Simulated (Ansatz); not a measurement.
Runs of Ansatz 0.2.0 on MnS. Symmetry: Fm-3m, No. 225, cubic system. Conventional cell: a = 5.224 Å, b = 5.224 Å, c = 5.224 Å, α = 90.00°, β = 90.00°, γ = 90.00°. Mn (site symmetry m-3m) is surrounded by 6 S at 2.61 Å. S (site symmetry m-3m) is surrounded by 6 Mn at 2.61 Å. 

| level | spin | U | hubbard projectors | double counting | gap on the mesh (eV) | pressure (GPa) | moment (μB) |
| --- | --- | --- | --- | --- | --- | --- | --- |
| PBEsol+U | collinear, program default start | Mn d U = 4 eV | ortho-atomic (the default) | fll (the default) | 0.78 | 0.4 | 5.00 |
| PBE+U | collinear, ferromagnetic start | Mn d U = 3 eV | ortho-atomic (the default) | fll (the default) | (b) | 3.3 | 5.00 |
| PBEsol+U | collinear, ferromagnetic start | Mn d U = 2 eV | ortho-atomic (the default) | fll (the default) | none | -2.0 | 4.97 |
| PBE+U | non-collinear, random start, SOC | Mn d U = 3 eV | ortho-atomic (the default) | fll (the default) | 0.50 | 3.3 | - |
| PBE | collinear, ferromagnetic start | - | - | - | none | (a) | 4.68 |

Alike in all rows: task single point; potentials or basis Ansatz PAW; cell as given; k mesh 6 × 6 × 6; cutoff (eV) 420; smearing gaussian 0.05 eV.

Problem. Estimate the missing entries.

Solution. (a) -4.0; (b) 0.51.

Caveats: the magnetic or orbital state may not be the lowest (some runs); a cell with one magnetic atom can't hold antiferromagnetic order, which such compounds often take (some runs); the PAW data sets come from PBE, with cores solved anew for the run's functional, which leaves a small shift of forces and pressure (some runs); moments are unreliable in this version under spin-orbit coupling with a hybrid or U, so they aren't listed (some runs); semilocal functionals often make such compounds metallic where correlation or magnetic order opens a gap, which also shifts bond lengths (some runs).

A k mesh can miss the band edges.

A gap of «none» marks a metal or a gap under the smearing width.

Not every run made on this cell is shown here.
